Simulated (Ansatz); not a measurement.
# Hf (P6_3/mmc): energy and pressure against volume

Aim: energy and pressure of Hf (P6_3/mmc) over a wide range of volumes, and a fit. The run doesn't test whether this is the element's stable form.

Program: Ansatz 0.2.0. Level of theory: DFT PBE, scalar-relativistic, plane waves, PAW. These are calculated values, not measurements.

### Step 1. The system as given

It takes space group P6_3/mmc (No. 194, hexagonal). The conventional cell has a = 3.206 Å, b = 3.206 Å, c = 5.065 Å, α = 90.00°, β = 90.00°, γ = 120.00°. Hf (site symmetry -6m2) has 12 Hf at 3.14 to 3.21 Å as nearest neighbours.

Structure file:

```cif
data_structure
_symmetry_space_group_name_H-M 'P 1'
_symmetry_Int_Tables_number 1
_cell_length_a 3.2058
_cell_length_b 3.2058
_cell_length_c 5.0655
_cell_angle_alpha 90.000
_cell_angle_beta 90.000
_cell_angle_gamma 120.000
_cell_volume 45.08
loop_
_atom_site_label
_atom_site_type_symbol
_atom_site_fract_x
_atom_site_fract_y
_atom_site_fract_z
_atom_site_occupancy
Hf1 Hf 0.33333 0.66667 0.25000 1
Hf2 Hf 0.66667 0.33333 0.75000 1
```

An earlier run at PBE left this cell at 22.542 Å³/atom and -0.01 GPa (16×16×10 mesh).

### Step 2. Volume × 0.96

The input, input.yaml:

```yaml
crystal:
  lattice:
    - [3.1624455814, 0.0, 0.0]
    - [-1.5812227907, 2.7387582116, 0.0]
    - [0.0, 0.0, 4.9970364049]
  atoms:
    - { symbol: Hf, position: [0.3333333333, 0.6666666667, 0.25] }
    - { symbol: Hf, position: [0.6666666667, 0.3333333333, 0.75] }
basis:
  ecutwfc: 420
  ecutrho_ratio: 4
kpoints:
  mp_grid: { grid: [16, 16, 10] }
hamiltonian:
  xc: pbe
scf:
  occupations: { method: gaussian, width: 0.05 }
output:
  forces: true
  stress: true
  eigenvalues: true
relax:
  f_tol: 0.01
  max_steps: 40
  cell: { stress_tol: 0.1, fix: [volume] }
```

Run with:

```sh
ansatz run input.yaml --threads 1 --pin off --max-ram 2560MiB --backend cpu --events-out ev --progress --plain --runs-dir out
```

Further steps of the session: Volume × 1.04; Volume × 0.92; Volume × 0.88; Volume × 0.84; Volume × 0.8; Volume × 0.76; Volume × 0.72.

What does the calculation give? Wanted: range of pressure; V0; B0; B0′.

As calculated:

| quantity | value |
| --- | --- |
| range of pressure | -3.9 to 60.4 GPa |
| V0 (fit) | 22.53 Å³/atom |
| B0 (fit) | 108 GPa |
| B0′ (fit) | 3.36 |

**Reading.** A third-order Birch-Murnaghan fit follows the points with an rms miss of 0.28 meV/atom. The k mesh is not the same at all volumes. Shape and atoms relax at each volume. Other structures may be lower in enthalpy at these pressures. Spin–orbit coupling is left out, though the cell holds Hf; in elements this heavy it can shift levels and gaps by tenths of an eV.
